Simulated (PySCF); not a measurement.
# C6H6BF: the cost of one run

Computed with PySCF 2.14.0, with density-fitted response routines of our own, on a single molecule, in the gas phase or a continuum. Atoms are numbered from 0 throughout.

**1. The starting structure**

14 atoms, charge 0, multiplicity 1; geometry from: GFN2-xTB. The atoms were then displaced at random by about 0.01 Å, so the start is not that level's minimum.

Bonds of the start (Å): B0–C1 1.57, C1–C2 1.41, C2–C3 1.33, C3–C4 1.41, C4–F5 1.35, C4–C6 1.38, C6–C7 1.39, C7–C1 1.38, B0–H8 1.18, B0–H9 1.14, C2–H10 1.09, C3–H11 1.09, C6–H12 1.09, C7–H13 1.07.

**2. Geometry optimisation at PBE0-D3(BJ)/def2-SVP**

What the job is given:

```
{"job": {"xc": "PBE0", "basis": "def2-SVP", "d3": "d3bj", "grid": 1, "shake": 0.01, "kind": "geom"}, "charge": 0, "multiplicity": 1}
B      2.439920    -0.306190    -0.173780
C      0.882490    -0.106170    -0.070100
C      0.288600     1.159370     0.115110
C     -1.024530     1.334430     0.222450
C     -1.874800     0.209810     0.124250
F     -3.211490     0.375350     0.230260
C     -1.343730    -1.054960    -0.052660
C      0.031720    -1.192010    -0.158520
H      3.123040     0.653650    -0.082740
H      2.870520    -1.348750    -0.325240
H      0.942190     2.024120     0.203530
H     -1.494490     2.306190     0.380390
H     -2.048950    -1.888350    -0.126420
H      0.412370    -2.181570    -0.294290
```

Run with:

```
$ OMP_NUM_THREADS=1 python probes_run.py task.json out
```

This one command runs all jobs of the session in turn.

Q: Estimate the wall time and peak memory of this first job on 1 thread of Arm Neoverse V1, shared host.

About 62 s, with a peak of 0.62 GiB.
